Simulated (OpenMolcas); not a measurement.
# BBrCl2 (bromodichloroborane): FNO-MP2/ANO-RCC-VDZ (DKH2, RICD fitting, virtual fraction 0.3)

Aim: the energy change on altering one bond length of BBrCl2 (bromodichloroborane) at FNO-MP2/ANO-RCC-VDZ (DKH2, RICD fitting, virtual fraction 0.3), from 2 runs. 

Program for the calculation: OpenMolcas 26.06.

## (1) The structure to begin with

BBrCl2 has 4 atoms, charge 0, and is taken as a singlet. As SMILES, `ClB(Cl)Br`. The coordinates come from a PBE0-D4/def2-TZVP relaxation.

Bond lengths: Cl1–B2 1.735 Å, B2–Cl3 1.735 Å, B2–Br4 1.901 Å. Angles: Cl1–B2–Cl3 120.1°, Cl1–B2–Br4 119.9°, Cl3–B2–Br4 119.9°.

## (2) The energy at FNO-MP2/ANO-RCC-VDZ (DKH2, RICD fitting, virtual fraction 0.3)

job.inp reads:

```
* BBrCl2 FNO-MP2
>>> EXPORT MOLCAS_PRINT=2
&gateway
coord
4
bohr
Cl     1.10000958     1.25855760     2.85499823
B      0.07029781    -0.07199857     0.04176295
Cl     0.83960532    -3.17322811    -0.69088387
Br    -1.90503291     1.87290756    -2.24423875
basis = ANO-RCC-VDZ
group = NoSym
ricd
&seward
&scf
prorbitals = 1 1
&mbpt2
fnomp2 = 0.3
domp2
frozen = 20
```

The run is started by

```bash
$ export MOLCAS_MEM=1860
$ pymolcas job.inp > job.log
```

What it wrote:

```text
--- Start Module: gateway ---
[...]
--- Stop Module: gateway /rc=_RC_ALL_IS_WELL_ ---
[...]
      Basis functions           57
[...]
--- Start Module: scf ---
[...]
       Convergence after  10 Iterations
[...]
::    Total SCF energy                              -3550.8953931572
[...]
      Total spin, S                                     0.0000000000
[...]
      Total electronic charge=   74.000000
      Total            charge=   -0.000000
[...]
      Dipole Moment (debye):
      Origin of the operator (angstrom)=   -0.2706    0.2650   -0.3342
                   X= -1.0975E-01               Y=  1.0814E-01               Z= -1.2619E-01           Total=  1.9916E-01
      Quadrupole Moment (debye*angstrom):
[...]
--- Stop Module: scf /rc=_RC_ALL_IS_WELL_ ---
[...]
--- Start Module: mbpt2 ---
[...]
WARNING!
Default frozen orbitals as non valence orbitals is overwritten by user input.
Default values:  25
[...]
       Reference weight ( Cref**2 )         =        0.95732
::    Total MBPT2 energy                            -3550.9854623136
[...]
--- Stop Module: mbpt2 /rc=_RC_ALL_IS_WELL_ ---
[...]
```

Wall time 9.6 s (1 thread of Intel Xeon Platinum 8488C (Sapphire Rapids), shared host); peak memory 0.24 GiB.

## (3) The distorted shape

job.input reads:

```
&GATEWAY
Coord
4
bohr
Cl     2.08769194     0.28608753     3.99801986
B      1.05798018    -1.04446864     1.18478458
Cl     1.82728768    -4.14569818     0.45213776
Br    -1.90503291     1.87290756    -2.24423875
Basis = ANO-RCC-VDZ
Group = NoSym
RICD
&SEWARD
&SCF
PrOrbitals = 1 1
&MBPT2
FNOMP2 = 0.3
DoMP2
Frozen = 20
```

The run is started by

```bash
$ export MOLCAS_MEM=1860
$ pymolcas job.input > job.log
```

What it wrote:

```text
--- Start Module: gateway ---
[...]
--- Stop Module: gateway /rc=_RC_ALL_IS_WELL_ ---
[...]
      Basis functions           57
[...]
--- Start Module: scf ---
[...]
       Convergence after  13 Iterations
[...]
::    Total SCF energy                              -3550.8031849320
[...]
      Total spin, S                                     0.0000000000
[...]
      Total electronic charge=   74.000000
      Total            charge=   -0.000000
[...]
      Dipole Moment (debye):
      Origin of the operator (angstrom)=   -0.0059    0.0044   -0.0280
                   X=  2.1987E+00               Y= -2.1647E+00               Z=  2.5450E+00           Total=  3.9996E+00
      Quadrupole Moment (debye*angstrom):
[...]
--- Stop Module: scf /rc=_RC_ALL_IS_WELL_ ---
[...]
--- Start Module: mbpt2 ---
[...]
WARNING!
Default frozen orbitals as non valence orbitals is overwritten by user input.
Default values:  25
[...]
       Reference weight ( Cref**2 )         =        0.93526
::    Total MBPT2 energy                            -3550.9104748488
[...]
--- Stop Module: mbpt2 /rc=_RC_ALL_IS_WELL_ ---
[...]
```

It took 9 s on 1 thread of Intel Xeon Platinum 8488C (Sapphire Rapids), shared host; peak memory 0.24 GiB.

## (4) Outcome

Level: FNO-MP2/ANO-RCC-VDZ (DKH2, RICD fitting, virtual fraction 0.3), 20 core orbitals frozen.

```
                                                          quantity           value
                                         first shape: total energy  -3550.98546 Eh
                   first shape: dipole moment (mean-field density)          0.20 D
                  first shape: HOMO energy (Hartree–Fock orbitals)       -12.12 eV
                  first shape: LUMO energy (Hartree–Fock orbitals)         1.40 eV
                first shape: HOMO–LUMO gap (Hartree–Fock orbitals)        13.52 eV
         first shape: correlation energy (20 core orbitals frozen)       -90.1 mEh
                                     distorted shape: total energy  -3550.91047 Eh
               distorted shape: dipole moment (mean-field density)          4.00 D
              distorted shape: HOMO energy (Hartree–Fock orbitals)       -10.89 eV
              distorted shape: LUMO energy (Hartree–Fock orbitals)        -1.02 eV
            distorted shape: HOMO–LUMO gap (Hartree–Fock orbitals)         9.87 eV
     distorted shape: correlation energy (20 core orbitals frozen)      -107.3 mEh
energy change with the B2–Br4 bond stretched from 1.901 to 2.852 Å        2.041 eV
```

**Reading.** With the B2–Br4 bond stretched from 1.901 to 2.852 Å the energy rises by 2.04 eV (197 kJ/mol). The first shape isn't relaxed at this level, so the change isn't measured from a minimum.
